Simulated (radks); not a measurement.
# Taking charge from the 5s level of Sr in fractions

Aim: follow energy and eigenvalue as charge leaves the 5s level of Sr bit by bit, and test Janak's theorem, Slater's transition state and the straight-line condition.

The numbers are computed with radks (a radial shooting solver on a logarithmic mesh, Libxc functionals) version 1 (scalar-relativistic Kohn-Sham, PBEsol, spin-polarised, spherical densities, finite nucleus), except any that are marked as measured or tabulated.

## (1) Starting point

```
element            : strontium (Z = 38)
charge             : 0
electrons          : 38
configuration      : [Kr] 5s(up 1, down 1)
nuclear rms radius : 4.224 fm
```

A shell typed twice in an input gives spin up, then spin down.

## (2) Start: [Kr] 5s(up 1, down 1)

Input:

```text
Z 38
configuration [Kr] 5s1 5s1
relativity scalar-relativistic
functional pbe_sol,pbe_sol
spin polarised
nucleus finite rms 4.224 fm
c 137.035999084
```

## (3) 0.25 electron removed from 5s

Input: that of step 2 with these lines changed.

```diff
@@ -1,3 +1,3 @@
 Z 38
-configuration [Kr] 5s1 5s1
+configuration [Kr] 5s1 5s0.75
 relativity scalar-relativistic
```

## (4) 0.5 electron removed from 5s

Input: that of step 3 with these lines changed.

```diff
@@ -1,3 +1,3 @@
 Z 38
-configuration [Kr] 5s1 5s0.75
+configuration [Kr] 5s1 5s0.5
 relativity scalar-relativistic
```

## (5) 0.75 electron removed from 5s

Input: that of step 4 with these lines changed.

```diff
@@ -1,3 +1,3 @@
 Z 38
-configuration [Kr] 5s1 5s0.5
+configuration [Kr] 5s1 5s0.25
 relativity scalar-relativistic
```

## (6) 1 electron removed from 5s

Input: that of step 5 with these lines changed.

```diff
@@ -1,3 +1,3 @@
 Z 38
-configuration [Kr] 5s1 5s0.25
+configuration [Kr] 5s1 5s0
 relativity scalar-relativistic
```

Q: Predict the outcome of this session. Wanted: for each run, removed; E − E(0); eigenvalue.

The runs gave:

```csv
removed (e),E − E(0) (eV),eigenvalue (eV)
0,0.000,-3.536
0.25,1.016,-4.593
0.5,2.297,-5.660
0.75,3.846,-6.735
```

In words: The trapezoid integral of minus the eigenvalue gives 3.847 eV over the range, against 3.846 eV from the energies (Janak's theorem; approximate here, since the scalar-relativistic density holds large components alone). The eigenvalue moves by 4.27 eV per electron.
